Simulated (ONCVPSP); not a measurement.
# Cr: generating and testing an ONCV potential

Task: generate the file, and judge it by its errors in other configurations, its logarithmic derivatives, its ghosts and its cutoff.

Method: ONCVPSP 4.0.1, PBE, scalar-relativistic.

### 1 Starting point

The settings as typed:

| Item | Value |
| --- | --- |
| element | chromium (Cr, Z = 24) |
| type | optimised norm-conserving Vanderbilt (ONCV) |
| frozen core | [Ar] |
| valence charge | 6 |
| reference configuration | 3d5 4s0.75 4p0.25 |
| partial waves | 4s: rc 2.35 bohr, ncon 4, nbas 7, qcut 3.5 1/bohr, 2 projectors, debl 2.8 Ha; 4p: rc 4.00 bohr, ncon 4, nbas 8, qcut 2.4 1/bohr, 3 projectors, debl 2.1 Ha; 3d: rc 2.42 bohr, ncon 4, nbas 8, qcut 6.7 1/bohr, 2 projectors, debl 0.5 Ha |
| local potential | polynomial inside 1.75 bohr (lpopt 5, dvloc0 2 Ha) |
| core correction | Teter function fitted to the true core (icmod 2), fcfact 0.3 |

### 2 Generation

Cr.dat reads:

```
# ATOM AND REFERENCE CONFIGURATION
# atsym  z   nc   nv     iexc    psfile
  Cr 24.00    5    3        4      upf
#
#   n    l    f
    1    0    2.00
    2    0    2.00
    2    1    6.00
    3    0    2.00
    3    1    6.00
    3    2    5.00
    4    0    0.75
    4    1    0.25
#
# PSEUDOPOTENTIAL AND OPTIMIZATION
# lmax
    2
#
#   l,   rc,      ep,       ncon, nbas, qcut
    0    2.35    0.00    4    7    3.50
    1    4.00    0.00    4    8    2.40
    2    2.42    0.00    4    8    6.70
#
# LOCAL POTENTIAL
# lloc, lpopt,  rc(5),   dvloc0
    4    5    1.75    2.00
#
# VANDERBILT-KLEINMAN-BYLANDER PROJECTORs
# l, nproj, debl
    0    2    2.80
    1    3    2.10
    2    2    0.50
#
# MODEL CORE CHARGE
# icmod, fcfact, rcfact
    2    0.30    0.65
#
# LOG DERIVATIVE ANALYSIS
# epsh1, epsh2, depsh
   -2.00    5.00    0.02
#
# OUTPUT GRID
# rlmax, drl
    6.00    0.01
#
# TEST CONFIGURATIONS
# ncnf
    4
# nvcnf
#   n    l    f
    3
    3    2    5.00
    4    0    1.00
    4    1    0.00
#
    3
    3    2    5.00
    4    0    0.00
    4    1    0.00
#
    3
    3    2    4.00
    4    0    0.00
    4    1    0.00
#
    3
    3    2    5.00
    4    0    0.50
    4    1    0.00
#
```

Started as:

```bash
oncvpsp.x < Cr.dat > Cr.out
```

Before running it: what results should come out? Wanted: cutoffs for 1 and 0.1 mHa per electron, occupied waves; bound ghosts; GHOST(+) flags; largest test error; largest phase difference near zero energy, channels read; rms error of d²Exc/dn², without and with the model core.

The runs gave:

| quantity | value |
| --- | --- |
| cutoffs for 1 and 0.1 mHa per electron, occupied waves | 17 Ha and 19 Ha |
| bound ghosts | none found |
| GHOST(+) flags | s at 94 eV, p at 143 eV |
| largest test error (AE − PS) | +1.4 meV, for 3d5 4s0 4p0 (1 test unsolved) |
| largest phase difference near zero energy, channels read | 0.003 rad |
| rms error of d²Exc/dn², without and with the model core | 6.38 and 3.15 mHa |

In words: By total energies transferability is very good where solved: the largest error is 1.4 meV on 6.1 eV, for 3d5 4s0 4p0. Of the tests 1 gave no usable energy difference, which is a warning in itself. It counts as soft on the atom at that tolerance, with 17 Ha needed at the looser tolerance. At the looser tolerance the 3d wave is the slowest; 4s needs 4 Ha. It is free of bound ghosts as far as tested. Near zero energy the phases of the channels with partial waves agree within 0.003 rad. The program also flags highly localised states, GHOST(+) (s, p).
